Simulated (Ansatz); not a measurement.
C2H6BCl, SMILES CCBCl, a rigid scan of one bond length

Run with Ansatz 0.2.0 through its Python package.

`c2h6bcl_scan.py`
```python
"""Stretching a bond of C2H6BCl, the rest held rigid."""

import ansatz
import numpy as np

BASIS = "def2-SVP"
FUNCTIONAL = "cam_b3lyp"

GEOMETRY = """
C    -0.77720    0.81570    0.01370
C    -0.05280   -0.32650    0.56700
B     1.12320   -0.73860   -0.40250
Cl    0.89900   -1.38090   -2.08630
H    -1.27460    0.59260   -0.99740
H    -1.64370    1.14920    0.70030
H    -0.13200    1.74360   -0.11670
H    -0.69180   -1.17490    0.68350
H     0.36430   -0.03400    1.60570
H     2.26880   -0.69750    0.03560
"""

mol = ansatz.Crystal.molecule()
for line in GEOMETRY.strip().splitlines():
    symbol, *xyz = line.split()
    mol = mol.atom(symbol, [float(v) for v in xyz])

symbols = [site.symbol for site in mol.cartesian_sites]
start = np.array([site.position_ang for site in mol.cartesian_sites])
axis = (start[7] - start[1]) / np.linalg.norm(start[7] - start[1])
moving = [7]
lengths, energies = [0.94, 0.983, 1.026, 1.068, 1.111, 1.154, 1.197, 1.261], []
for length in lengths:
    xyz = start.copy()
    xyz[moving] += (length - np.linalg.norm(start[7] - start[1])) * axis
    point = ansatz.Crystal.molecule()
    for symbol, xyz in zip(symbols, xyz):
        point = point.atom(symbol, xyz.tolist())
    calc = point.calculation()
    calc = calc.basis(gaussian=BASIS).functional(FUNCTIONAL)
    r = calc.run(threads=1, backend="cpu").report
    energies.append(r["free_energy_ev"])
    print(f"r = {length:6.3f} A  E = {energies[-1]:.5f} eV  <S^2> = {abs(r['mean_field']['state']['spin_squared']):.3f}")

# quartic fit about the minimum
fit = np.polynomial.Polynomial.fit(lengths, np.array(energies) - min(energies), 4).convert()
roots = [r.real for r in fit.deriv().roots() if abs(r.imag) < 1e-9 and fit.deriv(2)(r.real) > 0]
r_e = min(roots, key=lambda r: abs(r - lengths[int(np.argmin(energies))]))
print(f"minimum of the fit at {r_e:.4f} A, force constant {fit.deriv(2)(r_e):.2f} eV/A^2")
```

```console
$ python c2h6bcl_scan.py
r =  0.940 A  E = -15363.36854 eV  <S^2> = 0.000
r =  0.983 A  E = -15363.67621 eV  <S^2> = 0.000
r =  1.026 A  E = -15363.86493 eV  <S^2> = 0.000
r =  1.068 A  E = -15363.95854 eV  <S^2> = 0.000
r =  1.111 A  E = -15363.98131 eV  <S^2> = 0.000
r =  1.154 A  E = -15363.94620 eV  <S^2> = 0.000
r =  1.197 A  E = -15363.86621 eV  <S^2> = 0.000
r =  1.261 A  E = -15363.68583 eV  <S^2> = 0.000
minimum of the fit at 1.1045 A, force constant 32.26 eV/A^2
```

Notes:
- These settings explore the input space; basis and method may be short of convergence.
- The rest of the molecule is held rigid at a force-field or estimated start geometry, and the basis set is modest; single-reference methods fail as a bond breaks.
- The orbitals are restricted, so S² is zero by construction.
- Timing: 17 s on 1 thread of Arm Neoverse V2, on a shared host, peak memory 0.26 GiB.

(Lines on the test bed's own set-up are left out of the output.)
